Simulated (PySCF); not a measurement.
**AlI: changing the method**

Starting from one script, swap the method and compare what comes out for AlI.

The runs use PySCF 2.14.0; each script names its method and basis.

5 further runs of the same task are left out: 1 for a known fault of the program, 4 that didn't finish.

## Step 1: The system as given

AlI: 2 atoms, charge 0, spin multiplicity 1.

Bond lengths: Al1–I2 2.255 Å.

## Step 2: The base run

Input file input.py:

```python
from pyscf import gto, scf, mp

mol = gto.M(
    atom='Al 0 0 0; I 0 0 2.255',
    basis='x2c-svpall',
    charge=0,
    spin=0,
    symmetry=True,
    verbose=4,
)
mf = scf.RHF(mol)
mf = mf.sfx2c1e()
mf.kernel()
mp.MP2(mf, frozen=23).kernel()
mf.dip_moment()
print('orbital energies (hartree):', mf.mo_energy[..., max(0, mol.nelec[1]-3):mol.nelec[0]+3].round(4))
```

Launch:

```console
$ OMP_NUM_THREADS=1 python input.py
```

## Step 3: Hse06 (RKS)

Edit 1 changes functional: none (Hartree–Fock) → hse06; SCF type: RHF → RKS; step after the SCF: mp2 → analyze.

Input file input.py:

```python
from pyscf import gto, dft

mol = gto.M(
    atom='Al 0 0 0; I 0 0 2.255',
    basis='x2c-svpall',
    charge=0,
    spin=0,
    symmetry=True,
    verbose=4,
)
mf = dft.RKS(mol, xc='hse06')
mf = mf.sfx2c1e()
mf.kernel()
mf.analyze()
print('orbital energies (hartree):', mf.mo_energy[..., max(0, mol.nelec[1]-3):mol.nelec[0]+3].round(4))
```

## Step 4: Geometry optimisation

Edit 2 changes step after the SCF: mp2 → optimize.

Input file input.py:

```python
from pyscf import gto, scf
from pyscf.geomopt.geometric_solver import optimize

mol = gto.M(
    atom='Al 0 0 0; I 0 0 2.255',
    basis='x2c-svpall',
    charge=0,
    spin=0,
    symmetry=True,
    verbose=4,
)
mf = scf.RHF(mol)
mf = mf.sfx2c1e()
mf.kernel()
mol_eq = optimize(mf, maxsteps=30)
print('optimised geometry (angstrom)')
print(mol_eq.tostring('raw'))
print('orbital energies (hartree):', mf.mo_energy[..., max(0, mol.nelec[1]-3):mol.nelec[0]+3].round(4))
```

## Step 5: MP2

Edit 3 changes frozen orbitals: 23 → none.

Edit input.py of step 2 so:

```diff
@@ -13,3 +13,3 @@
 mf.kernel()
-mp.MP2(mf, frozen=23).kernel()
+mp.MP2(mf).kernel()
 mf.dip_moment()
```

## Step 6: Lda,vwn (RKS)

Edit 4 changes functional: none (Hartree–Fock) → lda,vwn; SCF type: RHF → RKS; step after the SCF: mp2 → analyze.

Input file input.py:

```python
from pyscf import gto, dft

mol = gto.M(
    atom='Al 0 0 0; I 0 0 2.255',
    basis='x2c-svpall',
    charge=0,
    spin=0,
    symmetry=True,
    verbose=4,
)
mf = dft.RKS(mol, xc='lda,vwn')
mf = mf.sfx2c1e()
mf.kernel()
mf.analyze()
print('orbital energies (hartree):', mf.mo_energy[..., max(0, mol.nelec[1]-3):mol.nelec[0]+3].round(4))
```

## Step 7: SCF alone

Edit 5 changes step after the SCF: mp2 → none.

Edit input.py of step 2 so:

```diff
@@ -1,2 +1,2 @@
-from pyscf import gto, scf, mp
+from pyscf import gto, scf
 
@@ -13,3 +13,2 @@
 mf.kernel()
-mp.MP2(mf, frozen=23).kernel()
 mf.dip_moment()
```

## Step 8: ROHF

Edit 6 changes SCF type: RHF → ROHF.

Edit input.py of step 2 so:

```diff
@@ -10,3 +10,3 @@
 )
-mf = scf.RHF(mol)
+mf = scf.ROHF(mol)
 mf = mf.sfx2c1e()
```

Before running it: what results should come out? Wanted: for each run, E(SCF); from base; gap; SCF dipole; after the SCF.

**Answer**, as computed:

| run | E(SCF) (hartree) | from base (eV) | cycles | gap (eV) | SCF dipole (D) | after the SCF |
| --- | --- | --- | --- | --- | --- | --- |
| base | -7354.377552 | 0 | 8 | 9.38 | 0.35 | MP2 correlation -4.237 eV, core frozen |
| hse06 (RKS) | -7357.280160 | not comparable | 8 | 4.01 | 0.38 | n/a |
| geometry optimisation | -7354.377552 | 0.0000 | 8 | 9.38 | n/a | bond 2.564 Å, -0.584 eV |
| MP2 | -7354.377552 | 0.0000 | 8 | 9.38 | 0.35 | MP2 correlation -4.688 eV |
| lda,vwn (RKS) | -7350.253557 | not comparable | 8 | 3.15 | 0.38 | n/a |
| SCF alone | -7354.377552 | 0.0000 | 8 | 9.38 | 0.35 | n/a |
| ROHF | -7354.377552 | 0.0000 | 8 | n/a | 0.35 | MP2 correlation -4.237 eV, core frozen |

SCF columns refer to the geometry typed in the script.

The SCF energy stays the same, to the digits that matter, with ROHF. A lower total energy from another functional means nothing by itself. The dearest run is “geometry optimisation”, at 30 s against 1.8 s.
